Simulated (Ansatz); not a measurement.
# BF3H4O: search for a transition state

Wanted: the transition state of a ligand exchange through a proton shuttle (form B1–O6, H5–F8, H2–H7 and break B1–H2, H5–O6, H7–F8). The guess is relaxed with those distances held, a saddle search follows, and vibrations and two downhill relaxations check it.

Program: Ansatz 0.2.0, Gaussian basis. Level of theory: PBE0-D4, def2-SVP first, then def2-TZVP. These are calculated values, not measurements.

41 further runs of the same task are left out: 41 set aside as unsound or not needed.

## 1. Starting geometry

The guess: 9 atoms, charge 0, spin multiplicity 1.

Atoms are counted from 1 here; the program's logs count them from 0.

Bond lengths: B1–F3 1.314 Å, B1–F4 1.324 Å, O6–H9 0.959 Å. Angles: F3–B1–F4 119.6°.

As a file:

```csv
atom,x (Å),y (Å),z (Å)
B1,-0.4267,-0.8974,0.0886
H2,-1.2839,0.3454,0.2035
F3,-0.9102,-1.6847,-0.8453
F4,-0.2142,-1.3772,1.3039
H5,0.7988,1.0414,-0.3978
O6,1.0752,-0.1983,-0.4609
H7,-0.8376,1.2089,0.0647
F8,0.0698,1.9693,-0.1660
H9,1.7287,-0.4075,0.2094
```

Distances that are to change: B1–O6 1.75 Å, H5–F8 1.20 Å, H2–H7 0.98 Å, B1–H2 1.51 Å, H5–O6 1.27 Å, H7–F8 1.21 Å.

## 2. Constrained relaxation of the guess

The input, hold/in.yaml:

```yaml
crystal:
  periodic: [false, false, false]
  atoms:
    - {symbol: B, position_ang: [-0.426700, -0.897400, 0.088600]}
    - {symbol: H, position_ang: [-1.283900, 0.345400, 0.203500]}
    - {symbol: F, position_ang: [-0.910200, -1.684700, -0.845300]}
    - {symbol: F, position_ang: [-0.214200, -1.377200, 1.303900]}
    - {symbol: H, position_ang: [0.798800, 1.041400, -0.397800]}
    - {symbol: O, position_ang: [1.075200, -0.198300, -0.460900]}
    - {symbol: H, position_ang: [-0.837600, 1.208900, 0.064700]}
    - {symbol: F, position_ang: [0.069800, 1.969300, -0.166000]}
    - {symbol: H, position_ang: [1.728700, -0.407500, 0.209400]}
basis:
  gaussian: {orbitals: def2-SVP}
hamiltonian: {xc: pbe0, dispersion: d4}
relax: {f_tol: 0.08, max_steps: 120, escape_saddle: false, constraints: [{distance: [0, 5]}, {distance: [4, 7]}, {distance: [1, 6]}, {distance: [0, 1]}, {distance: [4, 5]}, {distance: [6, 7]}]}
```

No record of the launch command was kept for these runs.

Further steps of the session: Force constants to start from; Saddle search in the small basis; Saddle search in triple zeta; Vibrations at the point found; Relaxing after a step of 0.30 Å one way along the mode; Relaxing after a step of 0.30 Å the other way along the mode.

Q: Predict the outcome of this session. Wanted: imaginary mode; barrier from the start side; barrier from the end side; energy of the step; pairs that change; zero-point energy at the saddle.

**Answer**, as computed:

| quantity | value |
| --- | --- |
| imaginary mode | 1260i cm⁻¹ |
| barrier from the start side | 13.2 kcal/mol |
| barrier from the end side | 30.1 kcal/mol |
| energy of the step | -16.9 kcal/mol |
| pairs that change | B1–O6 tightened, H2–H7 formed, H5–F8 formed, B1–H2 broken, H5–O6 broken, H7–F8 broken |
| zero-point energy at the saddle | 1.430 eV |

What this shows: One imaginary mode, 1260i cm⁻¹, makes this a first-order saddle. It joins the planned start and end. At PBE0-D4/def2-TZVP the electronic barrier is 13.2 kcal/mol, about 22 kT at 298 K, and the step runs 16.9 kcal/mol downhill. With so stiff a mode tunnelling counts: Wigner's rough correction is a factor of 2.5 at 298 K. A step off the saddle overshot and began above it in energy, so the link to its end is likely but not proven.
